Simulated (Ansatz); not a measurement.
AlO2:

```
Al O
1.0
     1.48816   -5.40283    0.00000
     1.48816    5.40283    0.00000
     0.00000    0.00000    3.64661
Al O
2 4
Direct
  0.66813 0.33187 0.75000
  0.33187 0.66813 0.25000
  0.06107 0.93893 0.75000
  0.93893 0.06107 0.25000
  0.29418 0.70582 0.75000
  0.70582 0.29418 0.25000
```

The cell comes from a database or a generator and needn't be the stable form of this composition.

Base run:

| Item | Value |
| --- | --- |
| Program | Ansatz 0.2.0 |
| Functional | PBEsol |
| Potentials or basis | Ansatz PAW |
| Cutoff | 420 eV (not typed: the program's choice for these potentials) |
| k mesh | 9 × 9 × 7 |
| Occupations | fermi-dirac, width 0.05 eV |
| Spin | no spin polarisation |

Its results: band gap on the k mesh none (metal or under the smearing width); pressure -5.9 GPa; largest force 0.641 eV/Å.

Q: The run is repeated on the same cell with these changes: functional from PBEsol to RPBE. What comes out?

A: Band gap on the k mesh none (metal or under the smearing width); pressure 3.4 GPa; largest force 0.788 eV/Å.

RPBE binds less tightly than PBEsol, so the same cell stands under more pressure.

Caveats: the PAW data sets come from PBE, with cores solved anew for the run's functional, which leaves a small shift of forces and pressure; the density of states is complete only up to the lowest level of the last band computed.
